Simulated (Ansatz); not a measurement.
Task: a calculation of the elastic constants of CsPbI2Br, space group P4/mmm, with Ansatz 0.2.0 through its Python package. Give the script and its output. Settings: revPBE, norm-conserving potentials, the default cutoff (952 eV here), 4×4×4 k-points, fixed occupations.

```xyz
5
Lattice="6.3753 0.0000 0.0000 0.0000 6.3753 0.0000 0.0000 0.0000 5.9622" Properties=species:S:1:pos:R:3 pbc="T T T"
Cs    3.1876    3.1876    2.9811
Pb    0.0000    0.0000    0.0000
I     0.0000    3.1876    0.0000
I     3.1876    0.0000    0.0000
Br    0.0000    0.0000    2.9811
```

The script, `elastic_cspbi2br.py`:
```python
# -*- coding: utf-8 -*-
"""Elastic constants of CsPbI2Br."""

import ansatz as az
import numpy as np

lattice = az.Lattice.of(
    (6.375296, 0.0, 0.0),
    (0.0, 6.375296, 0.0),
    (0.0, 0.0, 5.96222),
)
sites = [
    ("Cs", (0.5, 0.5, 0.5)),
    ("Pb", (0.0, 0.0, 0.0)),
    ("I", (0.0, 0.5, 0.0)),
    ("I", (0.5, 0.0, 0.0)),
    ("Br", (0.0, 0.0, 0.5)),
]
crystal = az.Crystal(lattice=lattice)
for symbol, position in sites:
    crystal = crystal.atom(symbol, position)

job = crystal.calculation().occupations("fixed").pseudopotentials("nc").functional("revpbe").kpoints(4, 4, 4)
result = job.elastic("clamped-ion", amplitude=0.005).run(threads=1, pin="off")
elastic = result.elastic

print(np.array2string(np.round(elastic.c_gpa, 1) + 0.0, suppress_small=True))
print("Voigt stress of the unstrained cell (GPa, tension positive):", np.round(elastic.sigma0_gpa, 3) + 0.0)
print("smallest eigenvalue of C:", round(elastic.stability.min_eigenvalue_gpa, 1), "GPa; stable:", elastic.stability.stable)
# averaged moduli need a positive definite tensor
if elastic.stability.min_eigenvalue_gpa > 0:
    m = elastic.moduli
    print(f"K = {m.k_hill_gpa:.1f}, G = {m.g_hill_gpa:.1f}, E = {m.youngs_gpa:.1f} GPa, Poisson ratio {m.poisson:.3f}, K/G = {m.k_hill_gpa / m.g_hill_gpa:.2f}")
    S = np.linalg.inv(elastic.c_gpa)
    print("Young modulus along x, y, z (GPa):", np.round(1 / np.diag(S)[:3], 1))
    print("linear compressibility along x, y, z (1/TPa):", np.round(1000 * S[:3, :3].sum(axis=1), 2))
```

```console
$ python elastic_cspbi2br.py
DeckWarning: basis.ecutwfc = 952.398519 eV, auto-derived from the records' recommended cutoffs: set by I (normal level)
[[41.9  6.2  7.3  0.   0.   0. ]
 [ 6.2 41.9  7.3  0.   0.   0. ]
 [ 7.2  7.2 43.9  0.   0.   0. ]
 [ 0.   0.   0.   4.3  0.   0. ]
 [ 0.   0.   0.   0.   4.3  0. ]
 [ 0.   0.   0.   0.   0.   3.4]]
Voigt stress of the unstrained cell (GPa, tension positive): [-1.204 -1.204 -1.132  0.     0.     0.   ]
smallest eigenvalue of C: 3.4 GPa; stable: True
K = 18.8, G = 7.6, E = 20.2 GPa, Poisson ratio 0.321, K/G = 2.46
Young modulus along x, y, z (GPa): [40.1 40.1 41.7]
linear compressibility along x, y, z (1/TPa): [18.22 18.22 16.76]
```
(Warnings from the package without file and line.)

Notes:
- The settings weren't tested for convergence.
- Such functionals run on norm-conserving files made under PBE, which can move pressures by some GPa.
- A positive definite tensor excludes instabilities under uniform strain alone; phonons elsewhere in the zone can still be imaginary.
- Spin-orbit coupling, which matters for elements this heavy, is left out.
- These are clamped-ion constants: where atoms have free coordinates under strain, the relaxed-ion ones can be far smaller or negative, so this tensor doesn't settle whether the crystal is stable.
- The structure comes from a database of computed cells and needn't be a stable or known phase.
- The constants belong to the cell that was strained; where it wasn't relaxed first it may be under stress.
- It ran for 9.9 min on 1 thread of Intel(R) Xeon(R) Processor @ 2.30GHz (shared host), peak memory 1.1 GiB.

(A comment or docstring line of the script was reworded after the run, the code is as it ran.)
